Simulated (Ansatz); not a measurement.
# GaH₃+ (doublet): the correlation ladder at a displaced geometry (v2), cc-pVTZ

How much of the correlation energy of GaH₃+ (doublet) does each wave-function method recover here?

Program: Ansatz 0.2.0, Gaussian basis. Level of theory: cc-pVTZ, core rule «outside noble gas», up to 14 orbitals frozen. These are calculated values, not measurements.

Plan: UHF; CCSD(T) on ROHF; CCSD(T) on UHF; BCCD(T) on ROHF; CCSDT(Q) on ROHF; CCSDT(Q) on UHF.

16 further runs of the same task are left out: 6 for a known fault of the program, 4 that didn't finish, 6 set aside as unsound or not needed.

**1. What is computed**

The geometry is a PBE0/def2-TZVP stationary point (not a proven minimum) with its atoms shifted at random (size 0.100 Å). No spin-orbit coupling is included. The filled d shell of Ga may be among the frozen orbitals whatever the setting's name suggests; the logs give the count.

4 atoms, charge 1, spin multiplicity 2.

Atoms are counted from 1 here; the program's logs count them from 0.

Bond lengths: Ga1–H3 1.529 Å, Ga1–H4 1.549 Å. Angles: H3–Ga1–H4 173.7°.

Geometry (Å):

```
Ga    0.0036    0.0266   -0.0005
H    -0.1613   -2.0376    0.0111
H    -0.0847    0.1247   -1.5243
H    -0.0016    0.0694    1.5483
```

**2. UHF**

in.yaml

```yaml
crystal:
  periodic: [false, false, false]
  atoms:
    - {symbol: Ga, position_ang: [0.003578, 0.026649, -0.000508]}
    - {symbol: H, position_ang: [-0.161296, -2.037568, 0.011086]}
    - {symbol: H, position_ang: [-0.084675, 0.124704, -1.524264]}
    - {symbol: H, position_ang: [-0.001567, 0.069435, 1.548290]}
basis:
  gaussian: {orbitals: cc-pVTZ}
total_charge: 1
magnetization: {spin_polarized: true, initial_magnetization: 1}
hamiltonian: {xc: hf}
output: {orbitals: {seedname: orbitals}}
```

Started as:

```sh
$ ansatz run in.yaml --threads 1 --pin off --events-out ev --progress --plain --max-ram 2393MiB
```

The runs that follow: CCSD(T) on ROHF; CCSD(T) on UHF; BCCD(T) on ROHF; CCSDT(Q) on ROHF; CCSDT(Q) on UHF.

Before running them: what should the planned runs give, taken together? Wanted: UCCSDT(Q) below the RHF energy; RMP2 from UCCSDT(Q); UMP2 from UCCSDT(Q); RCCSD from UCCSDT(Q); RCCSD(T) from UCCSDT(Q); UCCSD(T) from UCCSDT(Q); RCCSDT(Q) from UCCSDT(Q); T1 diagnostic.

**Answer**, as computed:

| quantity | value |
| --- | --- |
| UCCSDT(Q) below the RHF energy | -2.2066 eV |
| RMP2 from UCCSDT(Q) | +49.5 kJ/mol |
| UMP2 from UCCSDT(Q) | +48.9 kJ/mol |
| RCCSD from UCCSDT(Q) | +3.9 kJ/mol |
| RCCSD(T) from UCCSDT(Q) | +1.1 kJ/mol |
| UCCSD(T) from UCCSDT(Q) | +1.0 kJ/mol |
| RCCSDT(Q) from UCCSDT(Q) | +0.1 kJ/mol |
| levels within 1 kcal/mol (43 meV) | RCCSD, UCCSD, RCCSD(T), UCCSD(T), BCCD(T), RCCSDT, UCCSDT, RCCSDT(Q) |
| T1 diagnostic | 0.019 |

What this shows: RCCSD(T) lands +1.1 kJ/mol from the yardstick (0.5 % of the correlation energy). These misses are within one basis, not against nature; the frozen cores of restricted and unrestricted runs differ, which can shift their rows.
